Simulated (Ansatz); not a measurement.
# Be2Cd2S: the cost of one run

Method: DFT PBE, scalar-relativistic, plane waves, PAW, in Ansatz 0.2.0.

### Step 1. The starting structure

The structure is hexagonal, space group P-6m2 (No. 187). The conventional cell has a = 3.448 Å, b = 3.448 Å, c = 8.451 Å, α = 90.00°, β = 90.00°, γ = 120.00°. Be (site symmetry 3m) is surrounded by 3 Cd at 2.07 Å and 1 S at 2.10 Å. Cd (site symmetry 3m) is surrounded by 3 Be at 2.07 Å. Around S (site symmetry -6m2) lie 2 Be at 2.10 Å.

As a file:

```cif
data_structure
_symmetry_space_group_name_H-M 'P-6m2'
_symmetry_Int_Tables_number 187
_cell_length_a 3.4480
_cell_length_b 3.4480
_cell_length_c 8.4512
_cell_angle_alpha 90.000
_cell_angle_beta 90.000
_cell_angle_gamma 120.000
_cell_volume 87.01
loop_
_atom_site_label
_atom_site_type_symbol
_atom_site_symmetry_multiplicity
_atom_site_Wyckoff_symbol
_atom_site_fract_x
_atom_site_fract_y
_atom_site_fract_z
_atom_site_occupancy
Be1 Be 2 g 0.00000 0.00000 0.24849 1
Cd1 Cd 2 i 0.66667 0.33333 0.31739 1
S1 S 1 a 0.00000 0.00000 0.00000 1
```

The cell is invented: random cell by space group and Wyckoff sites (P-6m2, No. 187). Its size is a rough estimate.

### Step 2. A first look at the guess

File input.yaml:

```yaml
crystal:
  lattice:
    - [3.44799426, 0.0, 0.0]
    - [-1.72399713, 2.98605062, 0.0]
    - [0.0, 0.0, 8.45116781]
  atoms:
    - { symbol: Be, position: [0.0, 0.0, 0.24849386] }
    - { symbol: Be, position: [0.0, 0.0, 0.75150614] }
    - { symbol: Cd, position: [0.66666667, 0.33333333, 0.31739014] }
    - { symbol: Cd, position: [0.66666667, 0.33333333, 0.68260986] }
    - { symbol: S, position: [0.0, 0.0, 0.0] }
basis:
  ecutwfc: 420
kpoints:
  mp_grid: { grid: [6, 6, 2] }
hamiltonian:
  xc: pbe
scf:
  occupations: { method: gaussian, width: 0.1 }
  lower_state_search: "off"
output:
  forces: true
  stress: true
  eigenvalues: true
```

Command:

```console
> ansatz run input.yaml --threads 1 --pin off --max-ram 2560MiB --backend cpu --events-out ev --progress --plain --runs-dir out
```

**Question.** How long does this run take on 1 thread of Intel Xeon 6975P-C (Granite Rapids), shared host, and how much memory does it need?

About 2.5 s, with a peak of 0.38 GiB.
